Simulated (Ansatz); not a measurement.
# CH4BFOS: the cost of one run

Program: Ansatz 0.2.0, Gaussian basis. Level of theory: the settings change from run to run. These are calculated values, not measurements.

## (1) The geometry

The geometry comes from an earlier relaxation with PBE0-D4 in a triple-zeta def2 set; it is a stationary point, not always the lowest conformer.

SMILES `FBOCS`, 9 atoms, charge 0, spin multiplicity 1.

Atoms are counted from 1 here; the program's logs count them from 0.

Bond lengths: F1–B2 1.321 Å, B2–O3 1.347 Å, B2–H6 1.197 Å, O3–C4 1.407 Å, C4–S5 1.802 Å, C4–H7 1.088 Å, C4–H8 1.093 Å, S5–H9 1.343 Å. Angles: F1–B2–O3 117.3°, F1–B2–H6 119.8°, O3–B2–H6 122.9°, B2–O3–C4 120.8°, O3–C4–S5 113.7°, O3–C4–H7 107.4°, O3–C4–H8 111.5°, S5–C4–H7 110.0°, S5–C4–H8 105.1°, H7–C4–H8 109.1°, C4–S5–H9 96.3°.

## (2) PBEsol/6-31G*

Set apart from the defaults: unrestricted orbitals, atoms shaken by 0.08 Å, a grid of angular degree 47, D3(BJ) with three-body dispersion.

Input file in.yaml:

```yaml
crystal:
  periodic: [false, false, false]
  atoms:
    - {symbol: F, position_ang: [-2.690033, -0.702325, 0.100271]}
    - {symbol: B, position_ang: [-1.648076, -0.120722, 0.290930]}
    - {symbol: O, position_ang: [-0.509247, -0.716986, 0.153835]}
    - {symbol: C, position_ang: [0.754165, -0.059265, 0.225273]}
    - {symbol: S, position_ang: [1.488387, 0.693174, -1.387234]}
    - {symbol: H, position_ang: [-1.770163, 1.014384, 0.822849]}
    - {symbol: H, position_ang: [1.605159, -0.677199, 0.706533]}
    - {symbol: H, position_ang: [0.900450, 0.834440, 1.027500]}
    - {symbol: H, position_ang: [1.617022, -0.373706, -1.812893]}
basis:
  gaussian: {orbitals: "6-31G*", final_grid: {core_spheres: 20, valence_spheres: 16, degree: 47}}
magnetization: {spin_polarized: true, initial_magnetization: 0}
hamiltonian: {xc: {name: PBEsol}, dispersion: d3bjatm}
output: {forces: true}
```

Started as:

```
$ ansatz run in.yaml --threads 2 --pin off --events-out ev --progress --plain --max-ram 4352MiB
```

**Question.** How long does this run take on 2 threads of Intel Xeon Platinum 8259CL at 2.50GHz, shared host, and how much memory does it need?

About 4 s, with a peak of 0.41 GiB.
